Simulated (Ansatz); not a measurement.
# FeO: the cost of one run

Computed with Ansatz 0.2.0 (DFT PBE+U (U_eff = 5 eV on Fe d), plane waves, PAW, unless a step's input says otherwise).

4 further runs of the same task are left out: 4 that didn't finish.

### Step 1. The system as given

Symmetry: R-3m, No. 166, trigonal system. The conventional cell has a = 3.035 Å, b = 3.035 Å, c = 7.547 Å, α = 90.00°, β = 90.00°, γ = 120.00°. Around Fe (site symmetry -3m) lie 6 O at 2.16 Å. O (site symmetry -3m) is surrounded by 6 Fe at 2.16 Å.

Structure file:

```
CELL_PARAMETERS angstrom
1.51768 0.87623 2.51579
-1.51768 0.87623 2.51579
0.00000 -1.75247 2.51579
ATOMIC_POSITIONS crystal
Fe 0.00000 0.00000 0.00000
O 0.50000 0.50000 0.50000
```

Magnetic order typed: ferromagnetic.

An earlier series on this cell reached its lowest free state from «random orbitals: single harmonics, first filling», perhaps among other starts.

### Step 2. Random orbitals: single harmonics, second filling

Contents of input.yaml:

```yaml
crystal:
  lattice:
    - [1.51768211, 0.87623418, 2.51579458]
    - [-1.51768211, 0.87623418, 2.51579458]
    - [0.0, -1.75246835, 2.51579458]
  atoms:
    - { symbol: Fe, position: [0.0, 0.0, 0.0], spin: 2.0, spin_axis: [0.0, 0.0, 1.0] }
    - { symbol: O, position: [0.5, 0.5, 0.5] }
basis:
  ecutwfc: 420
  ecutrho_ratio: 4
kpoints:
  mp_grid: { grid: [8, 8, 8] }
hamiltonian:
  xc: pbe
  hubbard:
    sites:
      - { site: 0, l: d, u_eff: 5.0, starting_ns: [{ occupation_matrix: s0 }] }
    occupation_matrices:
      s0:
        spinor_matrix:
          - [[0.02, 0.0], [0.0, 0.0], [0.0, 0.0], [0.0, 0.0], [0.0, 0.0], [0.0, 0.0], [0.0, 0.0], [0.0, 0.0], [0.0, 0.0], [0.0, 0.0]]
          - [[0.0, 0.0], [0.97, 0.0], [0.0, 0.0], [0.0, 0.0], [0.0, 0.0], [0.0, 0.0], [0.0, 0.0], [0.0, 0.0], [0.0, 0.0], [0.0, 0.0]]
          - [[0.0, 0.0], [0.0, 0.0], [0.97, 0.0], [0.0, 0.0], [0.0, 0.0], [0.0, 0.0], [0.0, 0.0], [0.0, 0.0], [0.0, 0.0], [0.0, 0.0]]
          - [[0.0, 0.0], [0.0, 0.0], [0.0, 0.0], [0.97, 0.0], [0.0, 0.0], [0.0, 0.0], [0.0, 0.0], [0.0, 0.0], [0.0, 0.0], [0.0, 0.0]]
          - [[0.0, 0.0], [0.0, 0.0], [0.0, 0.0], [0.0, 0.0], [0.97, 0.0], [0.0, 0.0], [0.0, 0.0], [0.0, 0.0], [0.0, 0.0], [0.0, 0.0]]
          - [[0.0, 0.0], [0.0, 0.0], [0.0, 0.0], [0.0, 0.0], [0.0, 0.0], [0.02, 0.0], [0.0, 0.0], [0.0, 0.0], [0.0, 0.0], [0.0, 0.0]]
          - [[0.0, 0.0], [0.0, 0.0], [0.0, 0.0], [0.0, 0.0], [0.0, 0.0], [0.0, 0.0], [0.02, 0.0], [0.0, 0.0], [0.0, 0.0], [0.0, 0.0]]
          - [[0.0, 0.0], [0.0, 0.0], [0.0, 0.0], [0.0, 0.0], [0.0, 0.0], [0.0, 0.0], [0.0, 0.0], [0.02, 0.0], [0.0, 0.0], [0.0, 0.0]]
          - [[0.0, 0.0], [0.0, 0.0], [0.0, 0.0], [0.0, 0.0], [0.0, 0.0], [0.0, 0.0], [0.0, 0.0], [0.0, 0.0], [0.97, 0.0], [0.0, 0.0]]
          - [[0.0, 0.0], [0.0, 0.0], [0.0, 0.0], [0.0, 0.0], [0.0, 0.0], [0.0, 0.0], [0.0, 0.0], [0.0, 0.0], [0.0, 0.0], [0.97, 0.0]]
    ns_hold: { iters: 5 }
scf:
  occupations: { method: gaussian, width: 0.05 }
  lower_state_search: "off"
  max_iter: 150
output:
  forces: true
  stress: true
  eigenvalues: true
  populations: true
  hubbard: { sites: [{ site: 0, l: d }] }
magnetization:
  noncollinear: true
  spin_orbit: true
```

The typed matrices put 0.97 on the chosen orbitals and 0.02 on the others, and are held for 5 cycles. This run includes spin–orbit coupling.

Run with:

```sh
> ansatz run input.yaml --threads 2 --pin off --max-ram 3072MiB --backend cpu --events-out ev --progress --plain --runs-dir out
```

What time and memory should one allow on 2 threads of Arm Neoverse V2, shared host?

About 19 s, with a peak of 0.48 GiB.
